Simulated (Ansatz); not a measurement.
**Ge₂H₆S: a ladder of functionals and wavefunction methods**

How much do the methods differ for Ge₂H₆S? The plan is to run it at one geometry with functionals of several rungs and with coupled cluster. The yardstick is the atomisation energy at the CCSD(T) limit.

Method: functionals in def2-TZVPP, the program's frozen cores in correlated methods; program: Ansatz 0.2.0, Gaussian basis.

Levels to be run: LDA (SPW92), PBE-D4, revPBE-D4, BLYP-D4, r2SCAN-D4, B97M-V, PBE0-D4, B3LYP-D4, r2SCANh-D4, r2SCAN0-D4, HSE06-D4, BHLYP-D4, CAM-B3LYP-D4, LC-ωPBE, ωB97X-V, ωB97M-V, B2PLYP, PBE-QIDH; CCSD(T)/def2-SVP; CCSD(T)/def2-TZVPP; MP2/def2-QZVPP; extrapolation to the limit; RPA on PBE.

### Step 1. Structure used throughout

An earlier PBE0-D4 in a triple-zeta def2 set relaxation fixed the geometry.

SMILES `[GeH3][S][GeH3]`, 9 atoms, charge 0, spin multiplicity 1.

Atoms are counted from 1 here; the program's logs count them from 0.

Bond lengths: Ge1–S2 2.221 Å, Ge1–H4 1.538 Å, Ge1–H5 1.533 Å, Ge1–H6 1.538 Å, S2–Ge3 2.221 Å, Ge3–H7 1.538 Å, Ge3–H8 1.533 Å, Ge3–H9 1.538 Å. Angles: S2–Ge1–H4 109.9°, S2–Ge1–H5 106.0°, S2–Ge1–H6 109.9°, H4–Ge1–H5 110.8°, H4–Ge1–H6 109.5°, H5–Ge1–H6 110.8°, Ge1–S2–Ge3 98.4°, S2–Ge3–H7 109.9°, S2–Ge3–H8 106.0°, S2–Ge3–H9 109.9°, H7–Ge3–H8 110.8°, H7–Ge3–H9 109.5°, H8–Ge3–H9 110.8°.

### Step 2. LDA

This LDA is Slater exchange with PW92 correlation.

in.yaml reads:

```yaml
crystal:
  periodic: [false, false, false]
  atoms:
    - {symbol: Ge, position_ang: [-0.832203, 0.755761, -1.242996]}
    - {symbol: S, position_ang: [1.255318, 0.669085, -0.488252]}
    - {symbol: Ge, position_ang: [0.927317, -0.725156, 1.209806]}
    - {symbol: H, position_ang: [-1.295809, -0.649276, -1.661945]}
    - {symbol: H, position_ang: [-0.806060, 1.701838, -2.449022]}
    - {symbol: H, position_ang: [-1.763520, 1.296972, -0.145534]}
    - {symbol: H, position_ang: [0.374867, -2.062503, 0.689244]}
    - {symbol: H, position_ang: [2.299049, -0.921807, 1.865493]}
    - {symbol: H, position_ang: [-0.070261, -0.111314, 2.206106]}
basis:
  gaussian: {orbitals: def2-TZVPP}
hamiltonian: {xc: lda}
output: {orbitals: {seedname: orbitals}}
```

After this run come: PBE-D4 (GGA); revPBE-D4 (GGA); BLYP-D4 (GGA); r2SCAN-D4 (meta-GGA); B97M-V (meta-GGA); PBE0-D4 (hybrid); B3LYP-D4 (hybrid); r2SCANh-D4 (hybrid); r2SCAN0-D4 (hybrid); HSE06-D4 (hybrid); BHLYP-D4 (hybrid); CAM-B3LYP-D4 (range-separated); LC-ωPBE-D4 (range-separated); ωB97X-V (range-separated); ωB97M-V (range-separated); B2PLYP (double hybrid); PBE-QIDH (double hybrid); CCSD(T) in def2-SVP; CCSD(T) in def2-TZVPP; MP2 in def2-QZVPP; RPA on PBE orbitals.

Q: Predict the results of all the runs planned. Wanted: atomisation energy, CCSD(T)/CBS; farthest beyond LDA; mean size of error, GGA; mean size of error, meta-GGA; mean size of error, hybrid; mean size of error, range-separated; mean size of error, double hybrid; gap, smallest and largest; T1 diagnostic.

**Answer**, as computed:

| quantity | value |
| --- | --- |
| atomisation energy, CCSD(T)/CBS | 2406.1 kJ/mol |
| functionals within 24.1 kJ/mol (1.0 %) | r2SCAN-D4, r2SCANh-D4, ωB97X-V |
| farthest beyond LDA | revPBE-D4 (-89.5 kJ/mol) |
| mean size of error, GGA | 69.8 kJ/mol |
| mean size of error, meta-GGA | 23.1 kJ/mol |
| mean size of error, hybrid | 41.6 kJ/mol |
| mean size of error, range-separated | 34.3 kJ/mol |
| mean size of error, double hybrid | 51.9 kJ/mol |
| gap, smallest and largest | 4.77 eV (LDA (SPW92)), 11.90 eV (LC-ωPBE) |
| T1 diagnostic | 0.0113 |
| triples share of the correlation energy | 3.7 % |

What this shows: The LDA atomisation energy is off by 278.6 kJ/mol (12 %): it overbinds. PBE-D4 misses by -47.5 kJ/mol. Double hybrids carry the basis error of their MP2 part in triple zeta, and no dispersion term here, so their miss is partly the set-up's. By mean error the best rung here is meta-GGA (23.1 kJ/mol) and the worst beyond LDA is GGA (69.8 kJ/mol). The gap between the best rungs is small, so their order is not settled. Misses under about 24.1 kJ/mol are within the doubt on the reference itself, which lacks core-valence correlation, relativity and higher excitations, and its outer-core shells are covered unevenly. Hartree-Fock recovers 72 % of the binding; the rest is correlation. CCSD(T) in def2-SVP is off by -180.0 kJ/mol, more than most functionals: a good method in a small basis is no reference. The gap grows from 4.8 to 11.9 eV across the functionals, mostly with the share of exact exchange. Correlated methods include outer-core shells of Ge, which these sets cover unevenly.
